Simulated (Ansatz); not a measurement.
# Cl₃GaH₃N: a ladder of functionals and wavefunction methods

Aim: compute Cl₃GaH₃N with functionals from several rungs and with coupled cluster, and see how far each lands from CCSD(T) at the basis-set limit for the atomisation energy.

The runs use Ansatz 0.2.0, Gaussian basis; functionals in def2-TZVPP, the program's frozen cores in correlated methods.

Plan: LDA (SPW92), PBE-D4, revPBE-D4, BLYP-D4, r2SCAN-D4, B97M-V, PBE0-D4, B3LYP-D4, r2SCANh-D4, r2SCAN0-D4, HSE06-D4, BHLYP-D4, CAM-B3LYP-D4, LC-ωPBE, ωB97X-V, ωB97M-V, B2PLYP, PBE-QIDH; CCSD(T)/def2-SVP; CCSD(T)/def2-TZVPP; MP2/def2-QZVPP; extrapolation to the limit; RPA on PBE.

## 1. The geometry

All runs share one geometry, relaxed beforehand with PBE0-D4 in a triple-zeta def2 set.

SMILES `[NH3+][Ga-]([Cl])([Cl])[Cl]`, 8 atoms, charge 0, spin multiplicity 1.

Atoms are counted from 1 here; the program's logs count them from 0.

Bond lengths: N1–Ga2 2.067 Å, N1–H6 1.015 Å, N1–H7 1.015 Å, N1–H8 1.015 Å, Ga2–Cl3 2.155 Å, Ga2–Cl4 2.155 Å, Ga2–Cl5 2.155 Å. Angles: Ga2–N1–H6 110.3°, Ga2–N1–H7 110.3°, Ga2–N1–H8 110.3°, H6–N1–H7 108.6°, H6–N1–H8 108.6°, H7–N1–H8 108.6°, N1–Ga2–Cl3 100.5°, N1–Ga2–Cl4 100.5°, N1–Ga2–Cl5 100.5°, Cl3–Ga2–Cl4 116.7°, Cl3–Ga2–Cl5 116.8°, Cl4–Ga2–Cl5 116.8°.

## 2. LDA

This LDA is Slater exchange with PW92 correlation.

Input file in.yaml:

```yaml
crystal:
  periodic: [false, false, false]
  atoms:
    - {symbol: N, position_ang: [-0.705400, -0.258192, 0.716083]}
    - {symbol: Ga, position_ang: [0.707877, 0.236808, -0.709341]}
    - {symbol: Cl, position_ang: [2.141943, -1.342589, -0.405608]}
    - {symbol: Cl, position_ang: [-0.486271, 0.131379, -2.499898]}
    - {symbol: Cl, position_ang: [1.273926, 2.203669, -0.035348]}
    - {symbol: H, position_ang: [-0.357218, -0.047366, 1.646290]}
    - {symbol: H, position_ang: [-1.560174, 0.268135, 0.563426]}
    - {symbol: H, position_ang: [-0.922482, -1.248943, 0.668597]}
basis:
  gaussian: {orbitals: def2-TZVPP}
hamiltonian: {xc: lda}
output: {orbitals: {seedname: orbitals}}
```

Run with:

```bash
> ansatz run in.yaml --threads 4 --pin off --events-out ev --progress --plain --max-ram 10444MiB
```

The runs that follow: PBE-D4 (GGA); revPBE-D4 (GGA); BLYP-D4 (GGA); r2SCAN-D4 (meta-GGA); B97M-V (meta-GGA); B3LYP-D4 (hybrid); r2SCANh-D4 (hybrid); r2SCAN0-D4 (hybrid); HSE06-D4 (hybrid); BHLYP-D4 (hybrid); CAM-B3LYP-D4 (range-separated); LC-ωPBE (range-separated); ωB97X-V (range-separated); ωB97M-V (range-separated); B2PLYP (double hybrid); PBE-QIDH (double hybrid); CCSD(T) in def2-SVP; CCSD(T) in def2-TZVPP; MP2 in def2-QZVPP; RPA on PBE orbitals.

**Question.** What will the summary of the whole plan be? Wanted: atomisation energy, CCSD(T)/CBS; farthest beyond LDA; mean size of error, GGA; mean size of error, meta-GGA; mean size of error, hybrid; mean size of error, range-separated; mean size of error, double hybrid; gap, smallest and largest; T1 diagnostic.

**Answer**, as computed:

| quantity | value |
| --- | --- |
| atomisation energy, CCSD(T)/CBS | 2499.3 kJ/mol |
| functionals within 25.0 kJ/mol (1.0 %) | PBE-D4, r2SCAN-D4, B97M-V, PBE0-D4, r2SCANh-D4, HSE06-D4, ωB97X-V, ωB97M-V, PBE-QIDH |
| farthest beyond LDA | BHLYP-D4 (-96.6 kJ/mol) |
| mean size of error, GGA | 46.1 kJ/mol |
| mean size of error, meta-GGA | 3.9 kJ/mol |
| mean size of error, hybrid | 39.0 kJ/mol |
| mean size of error, range-separated | 19.8 kJ/mol |
| mean size of error, double hybrid | 36.9 kJ/mol |
| gap, smallest and largest | 5.38 eV (BLYP-D4), 12.89 eV (LC-ωPBE) |
| T1 diagnostic | 0.0096 |
| triples share of the correlation energy | 4.0 % |

What this shows: The LDA atomisation energy is off by 335.0 kJ/mol (13 %): it overbinds. PBE-D4 is off by +8.8 kJ/mol. Double hybrids carry the basis error of their MP2 part in triple zeta, and no dispersion term here, so their miss is partly the set-up's. The rungs meta-GGA, range-separated miss on average by less than the doubt on the reference (25.0 kJ/mol), so they tie. Misses under about 25.0 kJ/mol are within the doubt on the reference itself, which lacks core-valence correlation, relativity and higher excitations, and its outer-core shells are covered unevenly. Hartree-Fock recovers 72 % of the binding; the rest is correlation. CCSD(T) in def2-SVP is off by -177.3 kJ/mol, more than most functionals: a good method in a small basis is no reference. The gap grows from 5.4 to 12.9 eV across the functionals, mostly with the share of exact exchange. Correlated methods include outer-core shells of Ga, which these sets cover unevenly.
